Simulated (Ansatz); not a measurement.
# CaBr: the cost of one run

Method: DFT PBE, scalar-relativistic, plane waves, PAW, in Ansatz 0.2.0.

## 1. The starting structure

Symmetry: Cmmm, No. 65, orthorhombic system. Conventional cell: a = 4.254 Å, b = 6.072 Å, c = 6.028 Å, α = 90.00°, β = 90.00°, γ = 90.00°. Ca (site symmetry mmm) is surrounded by 4 Br at 3.69 Å and 4 Ca at 3.71 Å. Br (site symmetry mmm) has 4 Ca at 3.69 Å and 4 Br at 3.71 Å as nearest neighbours.

Coordinates:

```
CELL_PARAMETERS angstrom
2.12681 -3.03610 0.00000
2.12681 3.03610 0.00000
0.00000 0.00000 6.02843
ATOMIC_POSITIONS crystal
Ca 0.00000 0.00000 0.00000
Br 0.50000 0.50000 0.50000
```

A structure generator made this guess: species swapped into a database cell of LiMg (Cmmm, No. 65), with Ca on the Li sites and Br on the Mg sites. The dimensions are guesses.

## 2. The guess as it stands, on a coarse mesh

The input, input.yaml:

```yaml
crystal:
  lattice:
    - [2.12681397, -3.03609612, 0.0]
    - [2.12681397, 3.03609612, 0.0]
    - [0.0, 0.0, 6.02843326]
  atoms:
    - { symbol: Ca, position: [0.0, 0.0, 0.0] }
    - { symbol: Br, position: [0.5, 0.5, 0.5] }
basis:
  ecutwfc: 420
kpoints:
  mp_grid: { grid: [6, 6, 4] }
hamiltonian:
  xc: pbe
scf:
  occupations: { method: gaussian, width: 0.1 }
  lower_state_search: "off"
output:
  forces: true
  stress: true
  eigenvalues: true
```

Started as:

```
ansatz run input.yaml --threads 1 --pin off --max-ram 2048MiB --backend cpu --events-out ev --progress --plain --runs-dir out
```

What time and memory should one allow on 1 thread of Arm Neoverse V2, shared host?

About 2 s, with a peak of 0.32 GiB.
